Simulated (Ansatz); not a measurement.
Born–Oppenheimer molecular dynamics of a periodic cell of 20 atoms, Cs2TeH6SO10 (host Cs2TeH6SO10, host structure R3). It goes on from the last frame of an earlier run, with new velocities.

All numbers below come from DFT PBE-D3(BJ), scalar-relativistic, plane waves, PAW (Ansatz 0.2.0). Settings: accuracy low, cutoff 420 eV, k mesh 2x2x2, fermi-dirac smearing 0.05 eV, no spin polarisation.

* ensemble: NVT, Nosé–Hoover chain
* time step: 0.5 fs
* steps asked: 200
* set temperature: 910 K
* thermostat: time constant 3 fs, chain length 1
* seed: 361307

Frames 5 fs apart, positions in Å, forces in eV/Å.

Velocities at 10.0 fs (Å/ps):

```
Cs 0.36 -1.34 -1.86
Cs 0.43 0.66 1.56
Te -0.23 0.72 1.12
H -5.68 44.81 -24.39
H -58.40 -2.62 18.44
H 43.71 7.64 -7.37
H 4.60 -18.34 -9.87
H 35.81 -58.62 13.69
H 2.21 -19.90 14.91
S -4.42 5.97 6.08
O 7.12 -7.92 -4.08
O 0.74 7.28 5.05
O -7.98 -14.85 -7.20
O -0.03 -1.53 -0.34
O -6.48 12.94 0.71
O 10.20 1.49 1.49
O 4.16 -7.19 -7.49
O -0.95 -3.89 -3.83
O -4.40 5.00 -3.22
O 0.33 -0.39 -0.03
```

```xyz
20
Lattice="3.7395 2.1590 5.5457 -3.7395 2.1590 5.5457 0.0000 -4.3180 5.5457" Properties=species:S:1:pos:R:3:forces:R:3 time_fs=10.0 energy_less_start_eV=-1.597 T=761
Cs -0.146 0.193 4.565 -0.12 0.00 0.15
Cs -0.094 -0.168 12.635 0.60 -0.20 0.31
Te -0.120 -0.060 0.423 -0.42 0.17 2.80
H 1.531 5.597 10.147 -0.02 -2.19 -1.03
H -5.225 -0.936 9.847 -0.24 -0.47 0.05
H 3.522 -4.357 10.471 -1.39 0.99 -1.22
H 1.601 1.723 7.436 -1.12 -1.25 -0.03
H -2.774 0.752 7.842 2.18 0.50 2.15
H 0.934 -2.205 6.923 -0.80 -0.38 -0.19
S -0.113 0.049 8.948 -3.33 1.50 -1.51
O 1.226 4.481 10.219 1.39 1.69 0.03
O -4.876 -0.849 10.752 -0.77 2.15 -0.33
O 2.841 -3.479 10.416 -0.33 -2.12 0.01
O -0.033 0.378 7.489 1.13 0.21 0.70
O 0.472 1.120 9.827 1.15 -0.81 -0.06
O -1.659 0.105 9.200 0.76 -0.15 1.01
O 0.409 -1.271 9.245 0.75 -0.64 0.42
O 2.325 2.328 7.554 0.54 0.67 -1.06
O -3.337 0.557 7.130 -1.24 -0.37 -3.09
O 0.774 -3.144 7.146 1.27 0.69 0.87
20
Lattice="3.7395 2.1590 5.5457 -3.7395 2.1590 5.5457 0.0000 -4.3180 5.5457" Properties=species:S:1:pos:R:3:forces:R:3 time_fs=15.0 energy_less_start_eV=-2.003 T=998
Cs -0.145 0.187 4.556 -0.18 -0.09 0.07
Cs -0.091 -0.165 12.643 0.42 -0.17 0.28
Te -0.121 -0.056 0.431 -0.83 -0.18 1.13
H 1.509 5.525 9.932 -0.09 -2.06 0.31
H -5.513 -1.002 10.006 0.32 -0.23 0.70
H 3.547 -4.222 10.309 -0.24 -0.69 -0.51
H 1.602 1.585 7.405 0.93 0.85 0.40
H -2.564 0.490 7.884 -1.69 0.78 -2.13
H 0.872 -2.200 6.941 -0.71 -0.31 -0.12
S -0.141 0.082 8.971 1.46 -0.31 -2.31
O 1.269 4.456 10.199 0.40 1.22 -0.08
O -4.879 -0.797 10.770 -0.70 1.13 -1.21
O 2.800 -3.561 10.384 -1.19 2.13 1.10
O -0.025 0.373 7.495 0.81 0.37 0.96
O 0.450 1.173 9.828 1.49 -2.56 -0.86
O -1.611 0.111 9.215 -2.16 -0.11 0.76
O 0.433 -1.304 9.211 -0.21 1.90 0.67
O 2.316 2.308 7.526 -1.79 -1.47 -1.25
O -3.354 0.580 7.109 2.75 -0.85 1.50
O 0.784 -3.150 7.155 1.20 0.66 0.58
20
Lattice="3.7395 2.1590 5.5457 -3.7395 2.1590 5.5457 0.0000 -4.3180 5.5457" Properties=species:S:1:pos:R:3:forces:R:3 time_fs=20.0 energy_less_start_eV=-1.925 T=824
Cs -0.143 0.180 4.547 -0.10 -0.19 0.05
Cs -0.088 -0.162 12.651 0.06 -0.14 0.17
Te -0.125 -0.053 0.441 -1.29 -0.11 -0.80
H 1.506 5.203 9.672 0.27 2.61 -0.60
H -5.737 -1.115 10.310 0.91 0.55 -0.07
H 3.518 -4.212 9.987 -0.61 0.11 0.48
H 1.700 1.514 7.448 -0.84 -0.96 0.13
H -2.582 0.380 7.574 3.26 0.15 1.63
H 0.666 -2.216 6.926 -0.36 -0.04 0.16
S -0.164 0.113 8.977 2.32 -2.37 -2.39
O 1.318 4.434 10.184 -0.83 -3.76 2.01
O -4.892 -0.729 10.773 -0.50 -0.50 -0.66
O 2.742 -3.618 10.369 -0.26 2.90 1.40
O -0.005 0.373 7.514 0.65 0.66 0.07
O 0.450 1.194 9.819 1.99 -1.95 -0.49
O -1.588 0.116 9.243 -2.54 -0.07 0.72
O 0.455 -1.312 9.187 -0.55 2.70 1.09
O 2.289 2.272 7.480 -0.03 0.25 -0.80
O -3.341 0.594 7.100 -2.31 0.02 -1.99
O 0.810 -3.150 7.172 0.75 0.12 -0.12
20
Lattice="3.7395 2.1590 5.5457 -3.7395 2.1590 5.5457 0.0000 -4.3180 5.5457" Properties=species:S:1:pos:R:3:forces:R:3 time_fs=25.0 energy_less_start_eV=-1.662 T=826
Cs -0.142 0.173 4.538 -0.10 -0.16 -0.04
Cs -0.085 -0.160 12.660 -0.17 -0.01 0.18
Te -0.130 -0.050 0.449 -0.53 -0.73 -2.17
H 1.529 5.253 9.490 -0.31 -1.16 2.57
H -5.764 -1.111 10.572 -0.34 0.17 -0.90
H 3.431 -4.239 9.803 -0.88 0.93 1.89
H 1.712 1.376 7.514 0.53 1.03 -0.24
H -2.312 0.423 7.373 -2.69 1.02 -0.79
H 0.382 -2.278 6.964 0.71 -0.77 0.80
S -0.166 0.124 8.967 2.48 -3.73 -0.66
O 1.355 4.375 10.187 -0.46 0.71 -0.67
O -4.910 -0.669 10.766 1.22 -0.48 0.50
O 2.678 -3.626 10.374 0.69 1.96 0.40
O 0.023 0.383 7.532 0.01 1.01 -1.20
O 0.477 1.185 9.802 1.02 -0.68 -0.38
O -1.605 0.118 9.279 -1.75 -0.17 0.13
O 0.467 -1.279 9.179 -1.10 2.50 0.92
O 2.255 2.234 7.425 -1.41 -1.37 -0.28
O -3.332 0.598 7.081 3.75 -1.10 0.90
O 0.846 -3.145 7.186 -0.64 1.06 -0.96
20
Lattice="3.7395 2.1590 5.5457 -3.7395 2.1590 5.5457 0.0000 -4.3180 5.5457" Properties=species:S:1:pos:R:3:forces:R:3 time_fs=30.0 energy_less_start_eV=-2.129 T=997
Cs -0.141 0.164 4.528 -0.14 -0.34 0.00
Cs -0.081 -0.157 12.670 -0.14 0.11 0.20
Te -0.137 -0.048 0.454 -0.86 -0.50 -1.92
H 1.493 5.152 9.796 0.61 3.32 -0.99
H -5.820 -1.037 10.677 0.59 0.53 -0.85
H 3.203 -4.131 9.940 3.06 -2.43 -1.46
H 1.775 1.333 7.558 -0.63 -0.91 -0.03
H -2.353 0.667 7.047 2.76 -0.29 0.59
H 0.190 -2.430 7.170 0.52 0.57 0.68
S -0.152 0.112 8.950 -1.12 0.08 1.41
O 1.388 4.307 10.187 -1.79 -3.59 2.46
O -4.916 -0.610 10.765 0.82 -1.52 0.75
O 2.607 -3.597 10.394 -2.62 4.65 2.99
O 0.056 0.410 7.535 -0.41 0.77 -2.02
O 0.527 1.161 9.776 0.29 -0.34 -0.11
O -1.650 0.120 9.323 1.46 -0.02 -0.63
O 0.466 -1.206 9.186 -0.08 -1.00 0.95
O 2.199 2.175 7.354 0.02 0.99 -0.41
O -3.282 0.591 7.065 -1.38 0.26 -0.58
O 0.880 -3.130 7.189 -0.95 -0.33 -1.03
20
Lattice="3.7395 2.1590 5.5457 -3.7395 2.1590 5.5457 0.0000 -4.3180 5.5457" Properties=species:S:1:pos:R:3:forces:R:3 time_fs=35.0 energy_less_start_eV=-2.351 T=563
Cs -0.140 0.158 4.521 -0.13 -0.46 0.00
Cs -0.078 -0.154 12.679 -0.02 0.10 0.33
Te -0.144 -0.048 0.454 -1.38 -0.58 -2.03
H 1.550 5.343 10.000 0.44 -1.85 -0.26
H -5.802 -0.915 10.590 -0.22 -0.28 -0.72
H 3.311 -4.245 10.004 -1.17 1.11 1.13
H 1.757 1.244 7.551 0.15 0.73 -0.56
H -2.231 0.785 6.902 -1.54 -1.09 0.98
H 0.165 -2.491 7.465 1.07 -0.22 0.03
S -0.147 0.102 8.943 -2.26 2.26 -0.05
O 1.395 4.236 10.207 -1.39 2.50 1.17
O -4.906 -0.581 10.773 1.91 -0.78 0.85
O 2.542 -3.536 10.431 2.46 0.15 -0.24
O 0.076 0.440 7.515 -1.00 0.19 -0.57
O 0.568 1.140 9.755 -0.48 0.74 0.45
O -1.669 0.120 9.350 2.02 -0.25 -0.54
O 0.464 -1.161 9.203 0.71 -3.27 0.96
O 2.152 2.136 7.298 -0.53 -0.21 0.50
O -3.236 0.589 7.047 2.89 1.01 -0.89
O 0.893 -3.119 7.178 -1.53 0.20 -0.54
20
Lattice="3.7395 2.1590 5.5457 -3.7395 2.1590 5.5457 0.0000 -4.3180 5.5457" Properties=species:S:1:pos:R:3:forces:R:3 time_fs=40.0 energy_less_start_eV=-3.095 T=1355
Cs -0.140 0.149 4.513 -0.31 -0.67 0.04
Cs -0.076 -0.152 12.688 0.14 0.02 0.25
Te -0.154 -0.048 0.451 -1.21 1.29 -0.37
H 1.704 5.177 10.126 -0.32 -0.63 -0.45
H -5.749 -0.825 10.320 1.27 -0.05 0.24
H 3.195 -4.150 10.290 0.38 -0.98 -0.69
H 1.723 1.224 7.434 -0.52 -0.61 -0.04
H -2.228 0.675 6.976 2.32 0.01 0.26
H 0.353 -2.549 7.778 0.08 0.05 -0.40
S -0.160 0.110 8.937 -0.82 2.99 -0.08
O 1.378 4.197 10.248 -0.79 1.23 1.01
O -4.870 -0.568 10.795 0.32 -1.17 -0.09
O 2.511 -3.466 10.468 0.81 1.00 0.37
O 0.079 0.473 7.484 -1.34 -0.68 0.66
O 0.602 1.129 9.742 -0.79 0.27 0.33
O -1.653 0.116 9.367 2.09 -0.32 -0.77
O 0.472 -1.169 9.236 0.35 -2.65 0.24
O 2.100 2.099 7.246 0.62 1.06 0.32
O -3.161 0.601 7.016 -1.96 0.16 -0.41
O 0.886 -3.109 7.158 -0.32 -0.31 -0.41
20
Lattice="3.7395 2.1590 5.5457 -3.7395 2.1590 5.5457 0.0000 -4.3180 5.5457" Properties=species:S:1:pos:R:3:forces:R:3 time_fs=45.0 energy_less_start_eV=-2.783 T=649
Cs -0.140 0.140 4.505 -0.46 -0.75 0.01
Cs -0.073 -0.149 12.697 0.25 -0.04 0.16
Te -0.166 -0.046 0.447 -0.01 2.27 1.40
H 1.877 4.995 10.147 -0.69 0.37 -0.08
H -5.512 -0.767 10.090 0.38 -0.24 0.73
H 3.117 -4.222 10.485 -0.82 0.84 -0.85
H 1.616 1.162 7.295 0.12 0.90 -0.12
H -2.066 0.553 7.105 -1.87 0.67 -0.41
H 0.598 -2.630 7.984 -0.43 -0.07 -1.07
S -0.177 0.136 8.931 2.11 0.13 0.52
O 1.346 4.167 10.302 -0.14 0.06 0.02
O -4.825 -0.568 10.816 0.60 -0.73 -0.57
O 2.493 -3.385 10.507 1.69 -2.05 -0.66
O 0.065 0.498 7.462 -1.52 -0.96 1.08
O 0.625 1.123 9.732 -1.06 0.36 0.25
O -1.611 0.108 9.375 0.77 -0.07 -0.71
O 0.484 -1.209 9.272 -0.65 0.00 -0.81
O 2.053 2.072 7.200 0.34 -0.31 0.84
O -3.090 0.615 6.979 1.20 -0.46 0.15
O 0.871 -3.100 7.134 0.18 0.07 0.12
20
Lattice="3.7395 2.1590 5.5457 -3.7395 2.1590 5.5457 0.0000 -4.3180 5.5457" Properties=species:S:1:pos:R:3:forces:R:3 time_fs=50.0 energy_less_start_eV=-2.441 T=876
Cs -0.141 0.131 4.498 -0.56 -0.63 0.01
Cs -0.070 -0.147 12.706 0.29 0.01 0.01
Te -0.177 -0.040 0.447 1.03 1.96 2.87
H 1.871 4.963 10.137 -1.05 -0.24 0.12
H -5.242 -0.782 9.986 -0.64 -0.14 0.18
H 2.973 -4.206 10.442 0.32 0.07 -0.58
H 1.498 1.220 7.147 -0.33 -0.40 0.11
H -2.110 0.586 7.171 1.74 0.67 0.10
H 0.694 -2.686 7.973 -0.96 0.66 0.42
S -0.176 0.161 8.928 4.33 -2.08 0.41
O 1.316 4.139 10.351 0.93 0.86 -0.97
O -4.774 -0.579 10.831 0.91 -0.30 -0.39
O 2.495 -3.337 10.532 -0.13 -1.92 -1.59
O 0.029 0.505 7.458 -1.27 -0.79 0.86
O 0.630 1.123 9.728 -0.82 0.66 0.26
O -1.564 0.100 9.371 -1.51 0.10 -0.05
O 0.486 -1.246 9.291 -0.99 1.41 -1.30
O 2.021 2.050 7.172 1.13 1.10 0.94
O -3.026 0.623 6.946 -3.01 -0.45 -0.35
O 0.862 -3.094 7.110 0.61 -0.53 -1.09
20
Lattice="3.7395 2.1590 5.5457 -3.7395 2.1590 5.5457 0.0000 -4.3180 5.5457" Properties=species:S:1:pos:R:3:forces:R:3 time_fs=55.0 energy_less_start_eV=-1.773 T=1314
Cs -0.144 0.114 4.487 -0.63 -0.49 -0.04
Cs -0.064 -0.143 12.720 0.26 0.19 -0.14
Te -0.192 -0.026 0.452 1.39 -0.46 4.42
H 1.621 4.988 10.093 -0.04 -0.25 -0.06
H -4.993 -0.842 9.916 -0.54 0.49 1.16
H 2.821 -4.194 10.147 0.47 1.73 0.81
H 1.270 1.272 6.961 1.43 1.16 0.70
H -1.963 0.823 7.221 -2.66 -0.25 -1.08
H 0.593 -2.638 7.936 -0.20 0.02 -1.13
S -0.135 0.181 8.930 2.79 -4.36 1.03
O 1.278 4.101 10.417 1.62 1.41 -2.19
O -4.671 -0.603 10.845 -0.40 0.65 -2.54
O 2.498 -3.293 10.545 -1.20 -3.83 -3.26
O -0.056 0.502 7.468 -0.34 -0.15 -0.45
O 0.622 1.137 9.726 0.22 1.22 0.41
O -1.512 0.088 9.364 -2.62 0.38 0.50
O 0.470 -1.280 9.297 -0.43 2.21 -1.70
O 1.985 2.030 7.143 -0.50 -0.42 0.83
O -2.959 0.627 6.890 1.21 0.23 1.23
O 0.857 -3.089 7.059 0.20 0.54 1.50
20
Lattice="3.7395 2.1590 5.5457 -3.7395 2.1590 5.5457 0.0000 -4.3180 5.5457" Properties=species:S:1:pos:R:3:forces:R:3 time_fs=60.0 energy_less_start_eV=-1.712 T=633
Cs -0.147 0.099 4.477 -0.55 -0.38 0.02
Cs -0.059 -0.140 12.732 0.16 0.32 -0.21
Te -0.203 -0.014 0.464 1.03 -2.63 3.57
H 1.468 5.027 10.039 0.37 -1.32 0.35
H -4.927 -0.836 9.944 -0.97 0.23 -0.07
H 2.842 -4.041 10.010 0.96 -0.18 0.15
H 1.241 1.429 6.894 -0.95 -1.53 -0.24
H -2.110 1.043 7.145 1.77 0.45 0.73
H 0.451 -2.562 7.762 -0.17 0.54 0.19
S -0.085 0.173 8.936 -0.97 -4.00 0.40
O 1.262 4.082 10.446 1.87 2.84 -3.12
O -4.588 -0.613 10.833 -0.79 1.97 -1.92
O 2.483 -3.290 10.520 -1.48 -1.40 -1.84
O -0.130 0.497 7.473 0.80 -0.03 -0.30
O 0.618 1.164 9.730 0.92 1.10 0.43
O -1.499 0.083 9.363 -1.62 0.34 0.74
O 0.452 -1.284 9.283 0.40 2.06 -1.53
O 1.956 2.014 7.132 2.09 2.15 1.64
O -2.903 0.630 6.853 -3.23 -0.47 -0.01
O 0.856 -3.080 7.030 0.34 -0.06 1.04
```

Of the whole run (100 fs, mean temperature of the second half 926 K): The conserved energy stayed within 1.1 meV per atom of its start (net change -0.61 meV per atom), so the integration is sound. A run of 0.1 ps of so small a system gives no equilibrium averages. Limits of this set-up: low accuracy level.

Run time: 5.8 min on 1 thread of AMD EPYC 9R45 96-Core Processor (Zen 5), on a shared host, peak memory 0.74 GiB.
